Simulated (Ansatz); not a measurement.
**C₂H₇ClN₂Si: one species, many methods**

The task here is to estimate one member of a computed series from the others.

The runs use Ansatz 0.2.0, Gaussian basis; functionals in def2-TZVPP, the program's frozen cores in correlated methods.

Levels to be run: PBE-D4, r2SCAN-D4, PBE0-D4, B3LYP-D4, ωB97X-V, ωB97M-V, B2PLYP; CCSD(T)/def2-TZVPP; MP2/def2-QZVPP; extrapolation to the limit.

### The relaxed structure

An earlier PBE0-D4 in a triple-zeta def2 set relaxation fixed the geometry.

SMILES `C=C[Si](N)(N)Cl`, 13 atoms, charge 0, spin multiplicity 1.

Atoms are counted from 1 here; the program's logs count them from 0.

Bond lengths: C1–C2 1.330 Å, C1–H7 1.086 Å, C1–H8 1.087 Å, C2–Si3 1.855 Å, C2–H9 1.091 Å, Si3–N4 1.700 Å, Si3–N5 1.703 Å, Si3–Cl6 2.078 Å, N4–H10 1.007 Å, N4–H11 1.008 Å, N5–H12 1.007 Å, N5–H13 1.006 Å. Angles: C2–C1–H7 121.4°, C2–C1–H8 122.1°, H7–C1–H8 116.5°, C1–C2–Si3 125.9°, C1–C2–H9 117.8°, Si3–C2–H9 116.3°, C2–Si3–N4 106.7°, C2–Si3–N5 118.2°, C2–Si3–Cl6 106.4°, N4–Si3–N5 106.3°, N4–Si3–Cl6 116.0°, N5–Si3–Cl6 103.7°, Si3–N4–H10 120.0°, Si3–N4–H11 119.9°, H10–N4–H11 111.8°, Si3–N5–H12 120.4°, Si3–N5–H13 120.8°, H12–N5–H13 112.5°.

The first run:

Contents of in.yaml:

```yaml
crystal:
  periodic: [false, false, false]
  atoms:
    - {symbol: C, position_ang: [0.047419, -1.864864, 1.364735]}
    - {symbol: C, position_ang: [0.453868, -0.661432, 0.972032]}
    - {symbol: Si, position_ang: [-0.218656, 0.298798, -0.465579]}
    - {symbol: N, position_ang: [-0.757520, 1.789153, 0.150430]}
    - {symbol: N, position_ang: [0.835048, 0.667494, -1.752124]}
    - {symbol: Cl, position_ang: [-1.669102, -0.900036, -1.346589]}
    - {symbol: H, position_ang: [-0.752869, -2.388138, 0.850371]}
    - {symbol: H, position_ang: [0.495533, -2.376929, 2.211849]}
    - {symbol: H, position_ang: [1.262836, -0.189831, 1.531537]}
    - {symbol: H, position_ang: [-1.211025, 1.829025, 1.048672]}
    - {symbol: H, position_ang: [-1.109429, 2.494538, -0.477213]}
    - {symbol: H, position_ang: [1.596205, 1.312478, -1.618187]}
    - {symbol: H, position_ang: [1.027672, -0.010247, -2.469944]}
basis:
  gaussian: {orbitals: def2-TZVPP}
hamiltonian: {xc: pbe, dispersion: d4}
output: {forces: true, orbitals: {seedname: orbitals}}
```

Command:

```console
> ansatz run in.yaml --threads 2 --pin off --events-out ev --progress --plain --max-ram 22528MiB --backend cuda --devices 0, --max-vram 18GiB
```

Among the steps run: PBE-D4 (GGA); r2SCAN-D4 (meta-GGA); PBE0-D4 (hybrid); B3LYP-D4 (hybrid); ωB97X-V (range-separated); ωB97M-V (range-separated); B2PLYP (double hybrid); CCSD(T) in def2-TZVPP; MP2 in def2-QZVPP.

One table of the session follows, with a row left open; its other results are not shown here.

It belongs to the step «Atomisation energies». 

| method | atomisation energy (eV) |
| --- | --- |
| PBE-D4 | 52.650 |
| r2SCAN-D4 | 51.542 |
| PBE0-D4 | 51.710 |
| B3LYP-D4 | 51.704 |
| ωB97X-V | 51.800 |
| ωB97M-V | 51.911 |
| B2PLYP | 51.041 |
| HF/def2-TZVPP | 36.772 |
| MP2/def2-TZVPP | ? |
| CCSD/def2-TZVPP | 49.208 |
| CCSD(T)/def2-TZVPP | 50.034 |
| MP2/CBS | 52.540 |
| CCSD(T)/CBS | 51.652 |

**Question.** Estimate the row for MP2/def2-TZVPP.

As computed: atomisation energy (eV): 50.922. In the column «atomisation energy (eV)» it lies between CCSD(T)/def2-TZVPP (50.034) and B2PLYP (51.041).

Limits of these values: Free atoms (2 C, 1 Si, 2 N, 1 Cl, 7 H) were run apart at each level; the atomisation energy is their sum less the molecule, without zero-point or spin-orbit terms.
